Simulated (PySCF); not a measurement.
# C2H6BNSi: the cost of one run

The runs use PySCF 2.14.0, with density-fitted response routines of our own; the level of theory stands in each step. All values are computed, except where a source is named. Atoms count from 0, in the outputs and in this text.

## 1. The starting structure

11 atoms, charge 0, multiplicity 1; geometry from: PBE0-D3(BJ)/def2-SVP.

Bonds of the start (Å): N0–B1 1.39, B1–C2 1.53, C2–C3 1.23, C3–Si4 1.83, N0–H5 1.01, N0–H6 1.01, B1–H7 1.21, Si4–H8 1.49, Si4–H9 1.49, Si4–H10 1.49.

## 2. NMR shieldings: PBE0/pcSseg-2

What the job is given:

```
{"job": {"kind": "nmr", "xc": "PBE0", "basis": "pcSseg-2", "pop": false}, "charge": 0, "multiplicity": 1}
N     -2.592881     0.573856     0.881816
B     -1.895432    -0.100214    -0.113616
C     -0.361452    -0.151051    -0.096856
C      0.863240    -0.200157    -0.096214
Si     2.691666    -0.278435    -0.092577
H     -2.137797     1.055362     1.646987
H     -3.602405     0.626737     0.898761
H     -2.516054    -0.647162    -0.995528
H      3.213656    -0.093133    -1.477754
H      3.246640     0.794784     0.784918
H      3.129907    -1.606263     0.429240
```

With the program's defaults for keys left out, this is: GIAO PBE0/pcSseg-2 NMR shielding, non-relativistic, gas phase.

The run is started by

```console
$ OMP_NUM_THREADS=1 python probes_run.py task.json out
```

One launch serves the whole session: the jobs run in the order shown.

Q: Estimate the wall time and peak memory of this first job on 1 thread of Arm Neoverse V2, shared host.

About 25 s, with a peak of 1.1 GiB.
